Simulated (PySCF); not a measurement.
Runs of PySCF 2.14.0 on Br2GeH2. The cell holds a molecule in a box, 5 atoms: a = 13.000 Å, b = 12.000 Å, c = 12.000 Å, α = 90.00°, β = 90.00°, γ = 90.00°. 

| task | level | frozen core bands | conv_tol | exxdiv | grid for exchange and correlation | three-body dispersion term | gap on the mesh (eV) |
| --- | --- | --- | --- | --- | --- | --- | --- |
| MP2 correlation energy | HF | 27 | 1e-08 Ha | ewald | - | - | 14.28 |
| atomic charges | PBE0+D3(OP) | - | 1e-07 Ha | ewald | Becke, atom-centred | no | (a) |
| atomic charges | PBE50 | - | 1e-07 Ha | ewald | Becke, atom-centred | - | 9.75 |
| atomic charges | MN15-L+D3 | - | 1e-07 Ha | - | Becke, atom-centred | no | 6.36 |

Alike in all rows: potentials or basis def2-svp (all-electron); no spin polarisation; cell as given; k mesh 1 × 1 × 1; smearing fixed.

Q: Estimate the missing entries.

A: (a) 7.43.

Caveats: this is a molecule in a periodic box at the Γ point, so its band gap is the HOMO-LUMO gap; relativity is left out, which matters for the heavier elements; the basis of atomic orbitals isn't converged, which shifts pressures, moduli and gaps; the basis is small and the box finite, so much correlation energy is missing and levels can be off by tenths of an eV (some runs).

A k mesh can miss the band edges, and the runs leave out spin-orbit coupling on Br, Ge.

Not every run made on this cell is shown here.
